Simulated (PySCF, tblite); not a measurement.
# CH₉B₃SSi: geometry, infrared bands and NMR shifts

What infrared bands and NMR shifts should CH₉B₃SSi (`BBS[SiH2]CB`) show?

Programs: tblite 0.8.0 and PySCF 2.14.0, with density-fitted response routines of our own. Each step states its level of theory. These are calculated values for one molecule in the gas phase, unless marked as measured. Atoms count from 0, in the outputs and in this text.

## (1) Starting geometry

15 atoms, charge 0, multiplicity 1; geometry from: force field or distance geometry start.

Bonds of the start (Å): B0–B1 1.67, B1–S2 1.88, S2–Si3 2.14, Si3–C4 1.86, C4–B5 1.59, B0–H6 1.18, B0–H7 1.20, B1–H8 1.20, Si3–H9 1.46, Si3–H10 1.49, C4–H11 1.11, C4–H12 1.11, B5–H13 1.18, B5–H14 1.20.

## (2) Geometry optimisation with GFN2-xTB

Job settings and geometry (Å):

```
{"job": {"kind": "relax", "xc": "GFN2-xTB", "basis": "xTB"}, "charge": 0, "multiplicity": 1}
B      3.056600     0.077700    -0.703700
B      2.299100     0.294300     0.767900
S      0.921000    -0.822900     1.381800
Si    -0.607100    -1.126600    -0.092100
C     -1.628100     0.392400    -0.416400
B     -3.000400     0.312500     0.390300
H      3.855100    -0.794500    -0.722500
H      3.441600     1.096400    -1.198100
H      3.045100     0.683700     1.628000
H     -0.013300    -1.676800    -1.311900
H     -1.548300    -2.133300     0.473800
H     -1.874400     0.397200    -1.495300
H     -1.056600     1.315600    -0.168000
H     -3.908800    -0.234600    -0.137400
H     -2.985800     0.215700     1.581600
```

Launch:

```bash
> OMP_NUM_THREADS=1 python probes_run.py task.json out
```

The driver reads the jobs from task.json and runs them one after another.

Log:

```text
step      E/eV     max force
  0    -418.25559    2.148
  1    -418.50941    1.588
  2    -418.77135    0.699
  3    -418.83479    0.766
  4    -418.89519    0.578
  5    -418.91769    0.358
  6    -418.93514    0.314
  7    -418.95112    0.357
  8    -418.96844    0.380
  9    -418.98620    0.374
 10    -419.00474    0.366
 11    -419.01908    0.346
 12    -419.02858    0.266
 13    -419.03524    0.234
 14    -419.04075    0.232
 15    -419.04679    0.228
 16    -419.05330    0.216
 17    -419.05994    0.271
 18    -419.06689    0.295
 19    -419.07370    0.251
 20    -419.07988    0.191
 21    -419.08615    0.207
 22    -419.09286    0.227
 23    -419.09957    0.214
 24    -419.10572    0.203
 25    -419.11136    0.168
 26    -419.11730    0.263
 27    -419.12480    0.366
 28    -419.13361    0.344
 29    -419.14163    0.191
 30    -419.14749    0.157
 31    -419.15234    0.187
 32    -419.15736    0.239
 33    -419.16209    0.191
 34    -419.16563    0.185
 35    -419.16913    0.138
 36    -419.17172    0.106
 37    -419.17377    0.099
 38    -419.17596    0.106
 39    -419.17781    0.087
 40    -419.17918    0.091
 41    -419.18023    0.087
 42    -419.18114    0.088
 43    -419.18208    0.080
 44    -419.18307    0.073
 45    -419.18395    0.066
 46    -419.18468    0.061
 47    -419.18536    0.069
 48    -419.18612    0.087
 49    -419.18701    0.082
 50    -419.18793    0.081
 51    -419.18870    0.063
 52    -419.18933    0.060
 53    -419.18993    0.070
 54    -419.19062    0.074
 55    -419.19133    0.062
 56    -419.19187    0.050
 57    -419.19224    0.051
 58    -419.19254    0.049
 59    -419.19289    0.041
 60    -419.19326    0.042
 61    -419.19354    0.032
 62    -419.19371    0.029
 63    -419.19384    0.024
 64    -419.19399    0.040
 65    -419.19415    0.045
 66    -419.19428    0.034
 67    -419.19436    0.020
 68    -419.19443    0.022
 69    -419.19451    0.026
 70    -419.19461    0.032
 71    -419.19471    0.025
 72    -419.19477    0.016
 73    -419.19481    0.018
 74    -419.19488    0.024
 75    -419.19500    0.028
 76    -419.19513    0.032
 77    -419.19524    0.025
 78    -419.19530    0.019
 79    -419.19535    0.020
 80    -419.19545    0.029
 81    -419.19564    0.041
 82    -419.19593    0.044
 83    -419.19622    0.045
 84    -419.19643    0.037
 85    -419.19662    0.029
 86    -419.19686    0.039
 87    -419.19721    0.046
 88    -419.19754    0.047
 89    -419.19778    0.036
 90    -419.19800    0.047
 91    -419.19835    0.051
 92    -419.19897    0.062
 93    -419.19986    0.064
 94    -419.20053    0.085
 95    -419.20092    0.063
 96    -419.20134    0.058
 97    -419.20164    0.049
 98    -419.20213    0.044
 99    -419.20274    0.050
100    -419.20336    0.048
101    -419.20381    0.039
102    -419.20409    0.038
103    -419.20434    0.046
104    -419.20470    0.049
105    -419.20532    0.049
106    -419.20605    0.061
107    -419.20638    0.043
108    -419.20679    0.049
109    -419.20739    0.058
110    -419.20830    0.064
111    -419.20955    0.078
112    -419.21082    0.072
113    -419.20986    0.186
114    -419.21155    0.085
115    -419.21228    0.042
116    -419.21264    0.049
117    -419.21304    0.045
118    -419.21324    0.043
119    -419.21342    0.035
120    -419.21350    0.033
121    -419.21372    0.030
122    -419.21389    0.034
123    -419.21407    0.041
124    -419.21426    0.043
125    -419.21442    0.034
126    -419.21454    0.032
127    -419.21462    0.023
128    -419.21469    0.023
129    -419.21477    0.024
130    -419.21489    0.033
131    -419.21509    0.046
132    -419.21539    0.054
133    -419.21574    0.047
134    -419.21602    0.033
135    -419.21618    0.025
136    -419.21626    0.028
137    -419.21635    0.027
138    -419.21645    0.020
139    -419.21659    0.022
140    -419.21670    0.029
141    -419.21693    0.035
142    -419.21717    0.033
143    -419.21738    0.028
144    -419.21750    0.023
145    -419.21760    0.020
146    -419.21769    0.021
147    -419.21778    0.023
148    -419.21788    0.023
149    -419.21798    0.027
150    -419.21812    0.032
151    -419.21835    0.043
152    -419.21878    0.058
153    -419.21962    0.079
154    -419.22111    0.107
155    -419.22330    0.109
156    -419.22410    0.216
157    -419.22095    0.241
158    -419.22923    0.153
159    -419.23006    0.171
160    -419.23272    0.102
161    -419.23550    0.125
162    -419.23750    0.224
163    -419.24108    0.103
164    -419.24439    0.161
165    -419.24754    0.176
166    -419.25034    0.146
167    -419.25282    0.112
168    -419.25359    0.104
169    -419.25501    0.070
170    -419.25538    0.079
171    -419.25595    0.060
172    -419.25608    0.038
173    -419.25624    0.035
174    -419.25633    0.032
175    -419.25639    0.024
176    -419.25650    0.024
177    -419.25656    0.019
178    -419.25660    0.021
179    -419.25667    0.021
180    -419.25680    0.030
181    -419.25695    0.039
182    -419.25711    0.037
183    -419.25729    0.038
184    -419.25754    0.033
185    -419.25783    0.035
186    -419.25820    0.042
187    -419.25867    0.045
188    -419.25924    0.050
189    -419.25986    0.042
190    -419.26045    0.039
191    -419.25993    0.144
192    -419.26107    0.048
193    -419.26124    0.022
194    -419.26149    0.020
195    -419.26158    0.020
196    -419.26164    0.013
197    -419.26168    0.013
198    -419.26172    0.014
199    -419.26176    0.013
200    -419.26181    0.015
201    -419.26184    0.014
202    -419.26188    0.011
203    -419.26191    0.013
204    -419.26195    0.017
205    -419.26202    0.023
206    -419.26213    0.027
207    -419.26223    0.024
208    -419.26230    0.029
209    -419.26235    0.027
210    -419.26243    0.021
211    -419.26251    0.018
212    -419.26260    0.017
213    -419.26268    0.014
214    -419.26273    0.012
215    -419.26275    0.010
216    -419.26276    0.009
```

Run time: 4.6 s. Hardware: 1 thread of Intel Xeon at 2.50GHz, shared host; peak memory 0.18 GiB.

Step by step: (not every step is listed)

| step | energy from step 0 (eV) | largest force (eV/Å) |
| --- | --- | --- |
| 0 | 0.0000 | 2.1483 |
| 1 | -0.2538 | 1.5883 |
| 2 | -0.5158 | 0.6992 |
| 3 | -0.5792 | 0.7662 |
| 4 | -0.6396 | 0.5779 |
| 5 | -0.6621 | 0.3579 |
| 6 | -0.6796 | 0.3136 |
| 7 | -0.6955 | 0.3569 |
| 8 | -0.7129 | 0.3795 |
| 28 | -0.8780 | 0.3441 |
| 48 | -0.9305 | 0.0866 |
| 68 | -0.9388 | 0.0216 |
| 88 | -0.9420 | 0.0465 |
| 108 | -0.9512 | 0.0488 |
| 128 | -0.9591 | 0.0230 |
| 148 | -0.9623 | 0.0234 |
| 168 | -0.9980 | 0.1042 |
| 188 | -1.0036 | 0.0502 |
| 208 | -1.0067 | 0.0288 |
| 211 | -1.0069 | 0.0185 |
| 212 | -1.0070 | 0.0171 |
| 213 | -1.0071 | 0.0139 |
| 214 | -1.0071 | 0.0120 |
| 215 | -1.0072 | 0.0105 |
| 216 | -1.0072 | 0.0091 |

Distances of close pairs at the start and the end, largest changes first:

| bond | before (Å) | after (Å) | change (Å) |
| --- | --- | --- | --- |
| B1–S2 | 1.877 | 1.783 | -0.094 |
| Si3–C4 | 1.859 | 1.912 | +0.053 |
| C4–B5 | 1.594 | 1.548 | -0.045 |
| B0–B1 | 1.669 | 1.633 | -0.037 |
| Si3–H10 | 1.490 | 1.458 | -0.032 |
| B5–H14 | 1.195 | 1.170 | -0.025 |
| B1–H8 | 1.203 | 1.178 | -0.025 |
| B0–H7 | 1.196 | 1.175 | -0.021 |

The next job starts from the end point, and lists it.

## (3) Harmonic vibrations with GFN2-xTB

Job settings and geometry (Å):

```
{"job": {"kind": "ir", "xc": "GFN2-xTB", "basis": "xTB"}, "charge": 0, "multiplicity": 1}
B      1.854230     0.859987    -0.220651
B      1.970097    -0.185776     1.027739
S      0.907355    -1.562916     1.419457
Si    -0.554216    -1.708848    -0.161407
C     -1.086292     0.015258    -0.794475
B     -1.908858     0.707741     0.319660
H      2.317093     0.634636    -1.277932
H      1.457679     1.956500    -0.078599
H      2.846339    -0.087155     1.808859
H      0.059345    -2.449341    -1.267239
H     -1.626003    -2.480758     0.456269
H     -1.638624    -0.150460    -1.717983
H     -0.158674     0.538947    -1.040891
H     -3.066735     0.547326     0.374053
H     -1.377150     1.361537     1.131228
```

Log:

```text
mode    cm-1     km/mol
  1      20.8      2.98
  2      72.6      0.45
  3      98.3      4.44
  4     147.8      0.78
  5     158.2      2.12
  6     204.5      3.80
  7     237.8      0.81
  8     279.4      4.84
  9     377.9      2.77
 10     462.4     56.64
 11     479.3     32.96
 12     498.0      3.72
 13     574.9      2.76
 14     634.2     85.97
 15     666.0     49.80
 16     684.9     33.87
 17     710.4    175.70
 18     757.1     48.98
 19     766.2    195.20
 20     789.8     77.73
 21     837.8    226.89
 22     874.7     87.26
 23     892.8    101.78
 24    1017.7     33.30
 25    1042.8     49.07
 26    1072.0      1.76
 27    1084.3    121.09
 28    1178.4     15.72
 29    1211.0    107.14
 30    1447.6      0.46
 31    2244.4    262.49
 32    2314.0    190.67
 33    2575.1     92.33
 34    2591.5     89.99
 35    2609.9     99.83
 36    2634.2    107.99
 37    2665.8    125.31
 38    2936.9     78.16
 39    2994.8     26.00
```

It took 1.4 s on 1 thread of Intel Xeon at 2.50GHz, shared host; peak memory 0.18 GiB.

The strongest bands and the atoms that carry them (share of the mass-weighted mode):

| cm⁻¹ | km/mol | atoms |
| --- | --- | --- |
| 710 | 175.7 | Si3 33 %, C4 25 %, H9 12 %, H10 11 % |
| 766 | 195.2 | H10 48 %, H9 45 % |
| 838 | 226.9 | H13 32 %, H14 31 %, B5 23 % |
| 1084 | 121.1 | H11 45 %, H12 32 %, C4 19 % |
| 2244 | 262.5 | H9 96 % |
| 2314 | 190.7 | H10 96 % |
| 2634 | 108.0 | H13 51 %, H14 44 % |
| 2666 | 125.3 | H14 48 %, H13 41 %, B5 11 % |

## (4) Shielding tensors: PBE0/pcSseg-1

Same as in step 3 but for these lines:

```diff
@@ -1,2 +1,2 @@
-{"job": {"kind": "ir", "xc": "GFN2-xTB", "basis": "xTB"}, "charge": 0, "multiplicity": 1}
+{"job": {"kind": "nmr", "xc": "PBE0", "basis": "pcSseg-1"}, "charge": 0, "multiplicity": 1}
 B      1.854230     0.859987    -0.220651
```

Level: GIAO PBE0/pcSseg-1 NMR shielding, non-relativistic, gas phase.

Log:

```text
coarse grid: 13176 points
cycle   1  E = -805.1946902577  dE =  2.365e-01  |g| = 3.520e-01  |ddm| = 3.394e+00
cycle   2  E = -805.1951155388  dE = -4.253e-04  |g| = 3.622e-01  |ddm| = 7.669e-01
cycle   3  E = -805.2315894868  dE = -3.647e-02  |g| = 3.952e-02  |ddm| = 4.126e-01
cycle   4  E = -805.2319953156  dE = -4.058e-04  |g| = 1.780e-02  |ddm| = 6.799e-02
cycle   5  E = -805.2320814004  dE = -8.608e-05  |g| = 4.798e-03  |ddm| = 2.677e-02
cycle   6  E = -805.2320875965  dE = -6.196e-06  |g| = 1.190e-03  |ddm| = 7.613e-03
final grid: 116856 points
cycle   7  E = -805.2642899286  dE = -3.567e-05  |g| = 6.415e-03  |ddm| = 2.858e-02
cycle   8  E = -805.2642827735  dE =  7.155e-06  |g| = 8.084e-03  |ddm| = 1.408e-02
cycle   9  E = -805.2643011198  dE = -1.835e-05  |g| = 5.996e-04  |ddm| = 9.018e-03
cycle  10  E = -805.2643012341  dE = -1.143e-07  |g| = 1.462e-04  |ddm| = 1.040e-03
cycle  11  E = -805.2643012398  dE = -5.754e-09  |g| = 4.984e-05  |ddm| = 2.292e-04
cycle  12  E = -805.2643012405  dE = -6.696e-10  |g| = 1.570e-05  |ddm| = 6.318e-05
converged SCF energy = -805.2643012405

GIAO shielding tensors (ppm)
atom      isotropic    diamagn.    paramagn.     s11        s22        s33       span
  0 B        1.774     195.495    -193.721   -114.697    -19.719    139.738    254.435
  1 B       17.108     198.134    -181.026    -80.176     -0.001    131.501    211.678
  2 S      468.975    1059.933    -590.958    175.819    529.042    702.065    526.246
  3 Si     387.381     880.325    -492.944    329.062    396.490    436.590    107.528
  4 C      153.943     260.341    -106.398    121.486    153.038    187.305     65.819
  5 B       15.198     193.469    -178.271    -61.557    -27.926    135.077    196.634
  6 H       22.069      30.105      -8.036     10.347     24.933     30.926     20.579
  7 H       21.985      30.508      -8.524     10.248     24.681     31.024     20.776
  8 H       22.833      29.025      -6.192     16.394     25.182     26.922     10.528
  9 H       26.604      29.094      -2.489     22.653     25.147     32.013      9.360
 10 H       26.857      29.075      -2.218     23.120     25.384     32.069      8.948
 11 H       29.594      31.033      -1.439     25.691     27.266     35.825     10.134
 12 H       31.827      35.949      -4.122     28.662     30.670     36.148      7.486
 13 H       23.892      29.884      -5.992     16.739     26.391     28.547     11.808
 14 H       24.136      30.606      -6.470     16.123     26.696     29.588     13.465
```

It took 47 s on 1 thread of Intel Xeon at 2.50GHz, shared host; peak memory 0.74 GiB.

Shifts follow as δ = σ(reference) − σ, with reference shieldings (ppm) from runs at the same level and on the same kind of geometry: 1H TMS 31.72, 13C TMS 186.9, 29Si TMS 349.2, 11B BF3·OEt2 100.1, 33S CS2 504. The references are single molecules in the gas phase. Atoms listed in one row are averaged.

| atoms | environment | σ (ppm) | δ (ppm) | δ scaled to CDCl3 |
| --- | --- | --- | --- | --- |
| C4 | sp3 CH2 bonded to B and Si | 153.9 | 33.0 | 30.3 |
| H6, H7 | hydrogen on a boron bonded to B | 22.03 | 9.69 | – |
| H8 | hydrogen on a boron bonded to B, S | 22.83 | 8.88 | – |
| H13, H14 | hydrogen on a boron bonded to C | 24.01 | 7.70 | – |
| H9, H10 | hydrogen on a silicon bonded to C, S | 26.73 | 4.99 | – |
| H11, H12 | hydrogen on an sp3 CH2 bonded to B and Si | 30.71 | 1.01 | 1.05 |
| B0 | boron bonded to B, 2 H | 1.8 | 98.3 | – |
| B5 | boron bonded to C, 2 H | 15.2 | 84.9 | – |
| B1 | boron bonded to B, S, H | 17.1 | 83.0 | – |
| S2 | sulfur bonded to B, Si | 469 | 35 | – |
| Si3 | silicon bonded to C, S, 2 H | 387.4 | -38.2 | – |

The scaled column applies a straight-line fit of computed shieldings to shifts measured in CDCl3, with any fitted terms for Cl, Br or S neighbours (root-mean-square error 0.16 ppm for H, 1.9 ppm for C).

The run also stored atomic charges by several schemes (e):

| atoms | Mulliken | IAO | Hirshfeld | ESP fit |
| --- | --- | --- | --- | --- |
| B0 | -0.12 | -0.12 | 0.07 | 0.15 |
| B1 | -0.04 | -0.17 | 0.04 | 0.06 |
| S2 | -0.37 | -0.11 | -0.09 | -0.28 |
| Si3 | 0.56 | 0.71 | 0.35 | 0.42 |
| C4 | -0.75 | -0.65 | -0.21 | -0.34 |
| B5 | 0.15 | 0.05 | 0.14 | 0.34 |

Mayer bond orders: B0–B1 1.03, B1–S2 1.25, S2–Si3 0.92, Si3–C4 0.88, C4–B5 1.02.

## (5) Summary of results

| quantity | value |
| --- | --- |
| strongest single infrared mode (GFN2-xTB) | 2244 cm⁻¹, 262 km/mol |
| zero-point energy (GFN2-xTB) | 61.3 kcal/mol |
| 13C shifts against TMS (PBE0/pcSseg-1) | 33.0 ppm |
| 1H shifts against TMS (PBE0/pcSseg-1, means over atoms taken as alike) | 9.69, 8.88, 7.70, 4.99, 1.01 ppm |
| 11B shifts against BF3·OEt2 (PBE0/pcSseg-1) | 98.3, 84.9, 83.0 ppm |
| 33S shifts against CS2 (PBE0/pcSseg-1) | 35 ppm |
| 29Si shifts against TMS (PBE0/pcSseg-1) | -38.2 ppm |

Relaxing lowered the energy by 1.007 eV in 216 steps; the close pair that moved most is B1–S2, from 1.877 to 1.783 Å. All 39 modes are real, so the xTB geometry is a minimum. The strongest single mode, at 2244 cm⁻¹, moves mainly H9. GFN2-xTB is a fitted tight-binding method: band positions and strengths are rough. Its intensities can rank the bands wrongly. At PBE0/pcSseg-1: Shielding is most anisotropic at S2 (span 526 ppm, paramagnetic term -591 ppm).
